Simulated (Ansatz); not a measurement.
**C₂H₅FOSi: how energies converge with the basis set**

An exercise on one series of results from a longer session: the logs are not shown, and one member is left open.

The runs use Ansatz 0.2.0, Gaussian basis; one geometry, several basis sets.

Plan: PBE0-D4/def2-SVP; ωB97M-V/def2-SVP; PBE0-D4/def2-QZVPP; ωB97M-V/def2-QZVPP; the functionals' def2-TZVPP values are taken from earlier runs.

## Structure used throughout

The geometry comes from an earlier relaxation with PBE0-D4 in a triple-zeta def2 set; it is a stationary point, not always the lowest conformer.

SMILES `FC1CO[SiH2]1`, 10 atoms, charge 0, spin multiplicity 1.

Atoms are counted from 1 here; the program's logs count them from 0.

Bond lengths: F1–C2 1.381 Å, C2–C3 1.541 Å, C2–Si5 1.901 Å, C2–H6 1.092 Å, C3–O4 1.445 Å, C3–H7 1.094 Å, C3–H8 1.093 Å, O4–Si5 1.668 Å, Si5–H9 1.486 Å, Si5–H10 1.485 Å. Angles: F1–C2–C3 113.3°, F1–C2–Si5 118.4°, F1–C2–H6 108.1°, C3–C2–Si5 82.8°, C3–C2–H6 113.6°, Si5–C2–H6 118.8°, C2–C3–O4 101.7°, C2–C3–H7 110.5°, C2–C3–H8 114.4°, O4–C3–H7 110.9°, O4–C3–H8 109.6°, H7–C3–H8 109.6°, C3–O4–Si5 94.5°, C2–Si5–O4 80.7°, C2–Si5–H9 119.5°, C2–Si5–H10 116.1°, O4–Si5–H9 113.6°, O4–Si5–H10 115.1° and more.

Set-up of the first run:

File in.yaml:

```yaml
crystal:
  periodic: [false, false, false]
  atoms:
    - {symbol: F, position_ang: [-1.820442, -0.327824, -0.810927]}
    - {symbol: C, position_ang: [-0.876057, -0.083056, 0.166904]}
    - {symbol: C, position_ang: [0.290658, -1.089798, 0.153307]}
    - {symbol: O, position_ang: [1.429882, -0.216350, -0.011946]}
    - {symbol: Si, position_ang: [0.510319, 1.162132, -0.206804]}
    - {symbol: H, position_ang: [-1.390485, -0.023790, 1.127827]}
    - {symbol: H, position_ang: [0.197314, -1.773360, -0.695478]}
    - {symbol: H, position_ang: [0.400793, -1.665085, 1.076040]}
    - {symbol: H, position_ang: [0.820808, 2.228653, 0.780427]}
    - {symbol: H, position_ang: [0.520210, 1.737278, -1.576348]}
basis:
  gaussian: {orbitals: def2-SVP}
hamiltonian: {xc: pbe0, dispersion: d4}
output: {orbitals: {seedname: orbitals}}
```

On the command line:

```bash
> ansatz run in.yaml --threads 4 --pin off --events-out ev --progress --plain --max-ram 10444MiB
```

Among the steps run: PBE0-D4 in def2-SVP; ωB97M-V in def2-SVP; PBE0-D4 in def2-QZVPP; ωB97M-V in def2-QZVPP.

One of the session's tables, all rows but one given; the rest of the session is left out.

It belongs to the step «Density functionals: the series». 

| functional | basis | HOMO (eV) | LUMO (eV) |
| --- | --- | --- | --- |
| PBE0-D4 | def2-SVP | -8.01 | -0.07 |
| PBE0-D4 | def2-TZVPP | ? | ? |
| PBE0-D4 | def2-QZVPP | -8.14 | -0.59 |
| ωB97M-V | def2-SVP | -10.30 | 1.86 |
| ωB97M-V | def2-TZVPP | -10.40 | 1.22 |
| ωB97M-V | def2-QZVPP | -10.44 | 0.94 |

Q: Estimate the row for PBE0-D4, def2-TZVPP from the others.

**Answer.** HOMO (eV): -8.11; LUMO (eV): -0.48. In the column «HOMO (eV)» it lies between PBE0-D4, def2-QZVPP (-8.14) and PBE0-D4, def2-SVP (-8.01).
